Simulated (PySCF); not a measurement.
# CSe: a composite coupled-cluster curve

An exercise on one series of results from a longer session: the logs are not shown, and one member is left open.

Computed with PySCF 2.14.0. Level: CCSD(T) on RHF, scalar-relativistic core potentials.

Set-up of the first run:

```
molecule             : CSe
state                : singlet, unpaired electrons none
smaller basis        : C cc-pVTZ, Se cc-pVTZ-PP with ECP10
larger basis         : C cc-pVQZ, Se cc-pVQZ-PP with ECP10
frozen core orbitals : 10
extrapolation        : correlation as n⁻³ (n = 3, 4), Hartree–Fock as (n+1)·exp(−9√n)
corrections          : core–valence correlation
distances (Å)        : 1.4772, 1.5443, 1.6115, 1.6786, 1.7458, 1.8297, 1.9136
masses (u)           : 12.0000, 79.9165
dissociation limit   : C + Se
```

On the command line:

```
> OMP_NUM_THREADS=4 python comp.py task.json out
```

Steps of the session up to this table: Coupled cluster at each distance.

One table of the session follows, with a row left open; its other results are not shown here.

It belongs to the step «Coupled cluster at each distance». Parts of the energy along the bond, in eV from C + Se:

| R (Å) | HF/CBS | CCSD corr. | (T) | core–valence |
| --- | --- | --- | --- | --- |
| 1.4772 | -1.910 | -2.654 | -0.3455 | -0.1923 |
| 1.5443 | -2.583 | -2.712 | -0.3789 | -0.1479 |
| 1.6115 | -2.872 | -2.775 | -0.4163 | -0.1124 |
| 1.6786 | ? | ? | ? | ? |
| 1.7458 | -2.692 | -2.913 | -0.5041 | -0.0623 |
| 1.8297 | -2.264 | -3.005 | -0.5682 | -0.0415 |
| 1.9136 | -1.701 | -3.097 | -0.6396 | -0.0266 |

Estimate the missing values for R (Å) = 1.6786.

Worked estimate for «HF/CBS». A straight line through the neighbours (1.6115, -2.872) and (1.7458, -2.692) gives -2.872 + (-2.692 + 2.872) × (1.6786 − 1.6115) / (1.7458 − 1.6115) = -2.782; a parabola fitted to 4 rows on both sides gives -2.878.

The run gave: HF/CBS: -2.882; CCSD corr.: -2.842; (T): -0.4579; core–valence: -0.0844. In «HF/CBS» the line misses by +0.100 and the parabola by +0.004.
